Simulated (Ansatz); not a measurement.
# Alloy of SrTiO3 and SrZrO3 (3 of 8 Ti sites exchanged), 40 atoms

Aim: relax the alloy cell and compare the gap by PBEsol and HSE06.

Program: Ansatz 0.2.0, PAW, plane waves. These are calculated values, not measurements.

### Step 1. The starting cell

40 atoms (8 Sr, 3 Zr, 5 Ti, 24 O); a = 7.964 Å, b = 7.964 Å, c = 7.964 Å, α = 90.00°, β = 90.00°, γ = 90.00°. All atoms were shaken off their sites by about 0.02 Å along each axis.

Steps to follow: (2) PBEsol cell relaxation at the single k point (¼, ¼, ¼), on 7 threads of Arm Neoverse-V2; (3) HSE06 single point at the Γ point alone, on 7 threads of Arm Neoverse-V2.

### Step 2. PBEsol relaxation of the cell and the positions

The input, in.yaml:

```yaml
crystal:
  lattice:
    - [7.964149, 0.000000, 0.000000]
    - [0.000000, 7.964149, 0.000000]
    - [0.000000, 0.000000, 7.964149]
  atoms:
    - { symbol: Sr, position: [0.001028, 0.003013, 0.001414] }
    - { symbol: Sr, position: [0.003940, 0.999417, 0.504924] }
    - { symbol: Sr, position: [0.000668, 0.501323, 0.997408] }
    - { symbol: Sr, position: [0.003557, 0.500661, 0.501097] }
    - { symbol: Sr, position: [0.501312, 0.000334, 0.000667] }
    - { symbol: Sr, position: [0.503860, 0.999561, 0.493306] }
    - { symbol: Sr, position: [0.499653, 0.501594, 0.999944] }
    - { symbol: Sr, position: [0.496814, 0.503451, 0.492187] }
    - { symbol: Zr, position: [0.253490, 0.249061, 0.249844] }
    - { symbol: Zr, position: [0.247437, 0.250794, 0.750280] }
    - { symbol: Zr, position: [0.249057, 0.754959, 0.745878] }
    - { symbol: Ti, position: [0.251217, 0.752175, 0.251055] }
    - { symbol: Ti, position: [0.751665, 0.250326, 0.252774] }
    - { symbol: Ti, position: [0.749330, 0.250323, 0.745406] }
    - { symbol: Ti, position: [0.748642, 0.751038, 0.250870] }
    - { symbol: Ti, position: [0.749527, 0.751748, 0.755266] }
    - { symbol: O, position: [0.252305, 0.250847, 0.999636] }
    - { symbol: O, position: [0.250821, 0.253388, 0.499834] }
    - { symbol: O, position: [0.245749, 0.748409, 0.000947] }
    - { symbol: O, position: [0.248204, 0.753000, 0.498521] }
    - { symbol: O, position: [0.749639, 0.252038, 0.001634] }
    - { symbol: O, position: [0.751785, 0.245542, 0.498054] }
    - { symbol: O, position: [0.754120, 0.746529, 0.999946] }
    - { symbol: O, position: [0.746841, 0.749916, 0.499698] }
    - { symbol: O, position: [0.000341, 0.247463, 0.253389] }
    - { symbol: O, position: [0.999884, 0.251638, 0.752288] }
    - { symbol: O, position: [0.999626, 0.750376, 0.250312] }
    - { symbol: O, position: [0.000938, 0.749293, 0.749718] }
    - { symbol: O, position: [0.497557, 0.252216, 0.246707] }
    - { symbol: O, position: [0.496192, 0.253309, 0.750328] }
    - { symbol: O, position: [0.501030, 0.747014, 0.248914] }
    - { symbol: O, position: [0.503943, 0.753565, 0.747111] }
    - { symbol: O, position: [0.253105, 0.000191, 0.247742] }
    - { symbol: O, position: [0.253536, 0.000044, 0.745707] }
    - { symbol: O, position: [0.250999, 0.496570, 0.250185] }
    - { symbol: O, position: [0.248408, 0.502455, 0.754356] }
    - { symbol: O, position: [0.751568, 0.000938, 0.247695] }
    - { symbol: O, position: [0.752040, 0.996407, 0.750617] }
    - { symbol: O, position: [0.752200, 0.499464, 0.252875] }
    - { symbol: O, position: [0.754574, 0.501291, 0.755362] }
  symmetry: { detect: false }
kpoints:
  mp_grid: { grid: [1, 1, 1], shift: [0.25, 0.25, 0.25] }
hamiltonian:
  xc: pbesol
scf:
  occupations: { method: fermi_dirac, width: 0.01 }
relax:
  f_tol: 0.03
  max_steps: 80
  escape_saddle: false
  adjacent_minimum: "off"
  cell: { fix: [shape] }
output:
  forces: true
  eigenvalues: true
  populations: true
```

Launch:

```console
$ ansatz run in.yaml --threads 7 --pin off --max-ram 13300MiB --runs-dir r --events-out ev --progress --plain
```

After this run come: HSE06 single point.

What does the calculation give? Wanted: for each run, top filled to lowest empty.

As calculated:

| level | time | k points | top filled to lowest empty (eV) |
| --- | --- | --- | --- |
| PBEsol, relaxation | 43 s (7 CPU threads) | (¼, ¼, ¼) | 3.07 |
| HSE06 | 59 s (7 CPU threads) | Γ | 3.85 |

| quantity | value |
| --- | --- |
| relaxation | 10 recorded steps, 2.68 eV gained |
| largest shift | 0.52 Å (O17) |
| relaxed cell | a = 7.944 Å, b = 7.944 Å, c = 7.944 Å, α = 90.00°, β = 90.00°, γ = 90.00° |
| mean bonds | O–Sr 2.756, O–Ti 1.978, O–Zr 2.072 Å |

**What this shows.** The relaxation lowers the energy by 2.68 eV; the largest shift is 0.52 Å (O17), while the volume changes by -0.8 %. The mean lengths of the listed bonds run from O–Ti 1.98 Å to O–Sr 2.76 Å. The relaxation ran on other k points, so part of any difference from the later rows can come from the mesh. With one k point the spacing samples only the states that fold onto it, so it can exceed the gap over the zone.
